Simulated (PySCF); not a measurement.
**GaHCl2O (SMILES [OH][Ga]([Cl])[Cl]): r2SCAN/def2-SVP**

Aim: the energy change on altering one bond length of GaHCl2O at r2SCAN/def2-SVP, from 2 runs. 

The calculation is run with PySCF 2.14.0.

1 further run of the same task is left out (set aside as unsound or not needed).

## 1. The structure to begin with

GaHCl2O has 5 atoms, charge 0, and is taken as a singlet. As SMILES, `[OH][Ga]([Cl])[Cl]`. The shape is that of a PBE0-D4/def2-TZVP optimisation.

Bond lengths: O1–Ga2 1.765 Å, Ga2–Cl3 2.109 Å, Ga2–Cl4 2.123 Å, O1–H5 0.961 Å. Angles: O1–Ga2–Cl3 118.8°, O1–Ga2–Cl4 120.6°, Cl3–Ga2–Cl4 120.6°, Ga2–O1–H5 112.9°.

## 2. The energy at r2SCAN/def2-SVP

Input file job.py:

```python
# [OH][Ga]([Cl])[Cl]
from pyscf import gto, dft

molecule = gto.Mole()
molecule.atom = '''
O        0.254500       1.354600       0.245900
Ga       0.118500      -0.394500       0.056800
Cl       1.500000      -1.634900       1.057700
Cl      -1.407900      -1.236300      -1.155800
H       -0.415200       1.837400      -0.246000
'''
molecule.max_memory = 1860
molecule.basis = 'def2-svp'
molecule.spin = 0
molecule.verbose = 3
molecule.build()

calc0 = dft.RKS(molecule, xc='r2scan')
calc0.grids.level = 5
calc0.conv_tol = 1e-10
calc0.kernel()
if not calc0.converged:
    calc0 = calc0.newton().run(calc0.mo_coeff, calc0.mo_occ)

e_tot = calc0.e_tot
print('E = %.10f Eh' % e_tot)
```

On the command line:

```sh
$ OMP_NUM_THREADS=1 python job.py
```

The log of the run:

```text
converged SCF energy = -2920.52864939328
E = -2920.5286493933 Eh
```

Run time: 30 s. Hardware: 1 thread of Intel Xeon at 2.70GHz, shared host; peak memory 0.46 GiB.

## 3. The distorted shape at the same level

Input file job.py:

```python
from pyscf import gto, dft

mol = gto.Mole()
mol.atom = [
    ('O', (0.589329, 1.113215, 0.491835)),
    ('Ga', (0.453329, -0.635885, 0.302735)),
    ('Cl', (1.834829, -1.876285, 1.303635)),
    ('Cl', (-1.073071, -1.477685, -0.909865)),
    ('H', (-0.415200, 1.837400, -0.246000)),
]
mol.verbose = 3
mol.max_memory = 1860
mol.spin = 0
mol.basis = 'def2-svp'
mol.charge = 0
mol.build()

mf = dft.RKS(mol, xc='r2scan')
mf.conv_tol = 1e-10
mf.grids.level = 5
mf.kernel()
if not mf.converged:
    mf = mf.newton().run(mf.mo_coeff, mf.mo_occ)

e_tot = mf.e_tot
print('E = %.10f Eh' % e_tot)
```

On the command line:

```sh
$ OMP_NUM_THREADS=1 python job.py
```

The log of the run:

```text
converged SCF energy = -2920.44407303946
E = -2920.4440730395 Eh
```

Run time: 31 s. Hardware: 1 thread of Intel Xeon at 2.70GHz, shared host; peak memory 0.46 GiB.

## 4. Outcome

Level: r2SCAN/def2-SVP.

```
                                                         quantity           value
                                        first shape: total energy  -2920.52865 Eh
                                       first shape: dipole moment          1.62 D
                                         first shape: HOMO energy        -8.10 eV
                                         first shape: LUMO energy        -2.06 eV
                                       first shape: HOMO–LUMO gap         6.04 eV
                                    distorted shape: total energy  -2920.44407 Eh
                                   distorted shape: dipole moment          2.00 D
                                     distorted shape: HOMO energy        -7.82 eV
                                     distorted shape: LUMO energy        -3.30 eV
                                   distorted shape: HOMO–LUMO gap         4.52 eV
energy change with the O1–H5 bond stretched from 0.961 to 1.442 Å        2.301 eV
```

In words: With the O1–H5 bond stretched from 0.961 to 1.442 Å the energy rises by 2.30 eV (222 kJ/mol). The first shape isn't relaxed at this level, so the change isn't measured from a minimum. Mulliken charges (distorted shape) run from -0.50 on O1 to +0.67 on Ga2.
